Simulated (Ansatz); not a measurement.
Consider an atomisation energy of ClSr (Ansatz's Python interface).

Contents of `clsr.xyz`:
```text
2

Sr    0.00000    0.00000    0.00000
Cl    0.00000    0.00000    2.68000
```

The script, `clsr.py`:
```python
# -*- coding: utf-8 -*-
'''Energy to split ClSr into its atoms.'''

from collections import Counter

import ansatz as az


def single_point(molecule, charge=0, unpaired=0):
    calc = molecule.calculation().basis(gaussian='def2-TZVP').functional('b3lyp', dispersion='d3bj')
    if charge:
        calc = calc.charge(charge)
    if unpaired:
        calc = calc.spin('collinear', total=unpaired)
    return calc.run(threads=1, pin='off').report['free_energy_ev']


def main():
    geometry = az.Crystal.molecule_from_extxyz('clsr.xyz')

    # unpaired electrons of the ground-state atoms
    unpaired = {'Sr': 0, 'Cl': 1}
    counts = Counter(site.symbol for site in geometry.cartesian_sites)
    atom_energy = {s: single_point(az.Crystal.molecule().atom(s, (0, 0, 0)), 0, unpaired[s]) for s in counts}
    whole = single_point(geometry, 0, 1)
    for s, e in atom_energy.items():
        print(f'{s:2s} x{counts[s]}  {e:14.5f} eV')
    print(f'ClSr: {whole:.5f} eV')
    split = sum(counts[s] * e for s, e in atom_energy.items()) - whole
    print(f'atomisation energy (no zero-point term): {23.060548 * split:.1f} kcal/mol, {split / sum(counts.values()):.3f} eV an atom')


if __name__ == '__main__':
    main()
```

What does it cost to take this molecule apart into atoms?

96.5 kcal/mol from the electronic energies, without the zero-point term.

The output:

Output of `python clsr.py`:
```text
Sr x1      -835.48990 eV
Cl x1    -12521.78118 eV
ClSr: -13361.45373 eV
atomisation energy (no zero-point term): 96.5 kcal/mol, 2.091 eV an atom
```

These settings explore the input space; basis and method may be short of convergence. The geometry is a force-field or estimated start, not a minimum of this method, and the basis set is short of its limit. All parts are taken at fixed geometry, without zero-point energy. def2 sets replace the cores of elements past krypton by effective core potentials. The species is open-shell (spin multiplicity 2). b3lyp holds the VWN-RPA fit, as in Gaussian; the form of ORCA and Turbomole is b3lyp5. The spin-orbit lowering of heavy atoms is left out. The spin state was assumed, and another may lie lower. Wall time of the script: 2.6 s on 1 thread of Arm Neoverse V2, with other jobs on the host, peak memory 0.21 GiB.

(A comment or docstring line of the script was reworded after the run, the code is as it ran; lines on the test bed's own set-up are left out of the output.)
